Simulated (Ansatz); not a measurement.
# Hg4Pt, space group Im-3m: an equation of state with a fit

Program: Ansatz's Python interface.

Interactive session:
```pycon
>>> import ansatz as az
>>> import numpy as np
>>> from scipy.optimize import curve_fit
>>> VECTORS = np.array([
...     [-3.10005, 3.10005, 3.10005],
...     [3.10005, -3.10005, 3.10005],
...     [3.10005, 3.10005, -3.10005],
... ])
>>> SITES = [
...     ("Hg", [0.5, 0.5, 0.5]),
...     ("Hg", [0.5, 0.0, 0.0]),
...     ("Hg", [0.0, 0.0, 0.5]),
...     ("Hg", [0.0, 0.5, 0.0]),
...     ("Pt", [0.0, 0.0, 0.0]),
... ]
>>> def crystal_on(cell):
...     crystal = az.Crystal(lattice=az.Lattice.of(cell))
...     for symbol, position in SITES:
...         crystal = crystal.atom(symbol, position)
...     return crystal
...
>>> def vinet(v, e0, v0, b0, b1):
...     eta = (v / v0) ** (1 / 3)
...     return e0 + 2 * b0 * v0 / (b1 - 1) ** 2 * (2 - (5 + 3 * b1 * (eta - 1) - 3 * eta) * np.exp(-1.5 * (b1 - 1) * (eta - 1)))
...
>>> volumes, energies, pressures = [], [], []
>>> for scale in np.linspace(0.95, 1.07, 5):
...     cell = VECTORS * scale ** (1 / 3)
...     base = (
...         crystal_on(cell).calculation()
...         .functional("pbesol")
...         .pseudopotentials("paw")
...         .basis(31 * az.Ry)
...         .occupations(az.OccupationsMethod.FERMI_DIRAC, width=0.05)
...         .kpoints(5, 5, 5)
...         .stress()
...     )
...     r = base.run(threads=1, backend="cpu").report
...     volumes.append(abs(np.linalg.det(cell)) / len(SITES))
...     energies.append(r["free_energy_ev"] / len(SITES))
...     pressures.append(np.trace(r["stress_gpa"]) / 3)
...     print(f"V = {volumes[-1]:8.4f} A^3/atom  F = {energies[-1]:.5f} eV/atom  P = {pressures[-1]:8.3f} GPa")
...
V =  22.6423 A^3/atom  F = -13411.27758 eV/atom  P =    6.210 GPa
V =  23.3573 A^3/atom  F = -13411.29751 eV/atom  P =    2.828 GPa
V =  24.0723 A^3/atom  F = -13411.30373 eV/atom  P =    0.055 GPa
V =  24.7873 A^3/atom  F = -13411.29876 eV/atom  P =   -2.212 GPa
V =  25.5023 A^3/atom  F = -13411.28462 eV/atom  P =   -4.049 GPa
>>> guess = (min(energies), volumes[int(np.argmin(energies))], 0.5, 4.5)
>>> (e0, v0, b0, b1), _ = curve_fit(vinet, np.array(volumes), np.array(energies), p0=guess, maxfev=20000)
>>> print(f"Vinet fit: V0 = {v0:.4f} A^3/atom, B0 = {160.21766 * b0:.1f} GPa, B1 = {b1:.2f}")
Vinet fit: V0 = 24.0884 A^3/atom, B0 = 84.0 GPa, B1 = 5.78
>>> print("largest residual", round(1000 * float(np.abs(vinet(np.array(volumes), e0, v0, b0, b1) - energies).max()), 3), "meV/atom")
largest residual 0.004 meV/atom
```

A third-order Birch-Murnaghan fit through the 5 points (the script's own form differs a little) has its minimum at 24.09 Å³ an atom, 1.1 % above the typed cell, with a bulk modulus of 84 GPa and dB/dP = 5.8. From that minimum the energy rises by 26.2 meV an atom on the compressed side and 19.1 meV on the expanded side.

Reading the output:
- Total energies depend on the potentials; only differences at equal settings carry meaning.
- The mesh is modest for a metal, so energies can be off by several to tens of meV an atom and pressures by half a GPa or more; differences at equal mesh fare better.
- Pressure is positive in compression.
- Spin-orbit coupling, which matters for elements this heavy, is left out.
- The structure is a deposited one; some such entries were measured under pressure or heat, so a shift against it needn't be the functional's error alone.
- Timing: 15 s on 1 thread of Arm Neoverse V2, on a shared host, peak memory 0.51 GiB.
